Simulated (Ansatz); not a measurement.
# GaSb3: equation of state with PBEsol

GaSb3:

```xyz
4
Lattice="0.0000 3.7306 3.7306 3.7306 0.0000 3.7306 3.7306 3.7306 0.0000" Properties=species:S:1:pos:R:3 pbc="T T T"
Sb    3.7306    3.7306    3.7306
Sb    5.5959    5.5959    5.5959
Sb    1.8653    1.8653    1.8653
Ga    0.0000    0.0000    0.0000
```

The cell comes from a database or a generator and needn't be the stable form of this composition.

```yaml
Program: Ansatz 0.2.0
Task: equation of state
Functional: PBEsol
Potentials_or_basis: all-electron LAPW, scalar-relativistic
Basis_error_allowed: 0.001 eV/atom
k_mesh: 6 × 6 × 6
Occupations: fermi-dirac, width 0.05 eV
Spin: no spin polarisation
```

| Item | Value |
| --- | --- |
| Equilibrium volume | 24.21 Å³/atom (rough: see the caveat) |
| Bulk modulus | 57 GPa (rough) |

Energy against volume, from the lowest point:
```csv
volume (Å³/atom),energy (meV/atom)
24.402,0.00
24.922,3.22
25.441,9.91
25.960,19.64
26.479,32.08
26.998,47.01
27.518,64.22
```

All runs of the series together: 63 s on 2 threads of Arm Neoverse V1 (shared host).

Caveat: the minimum lies outside the volumes run. The run has no spin-orbit coupling, so splittings on Sb are missing.
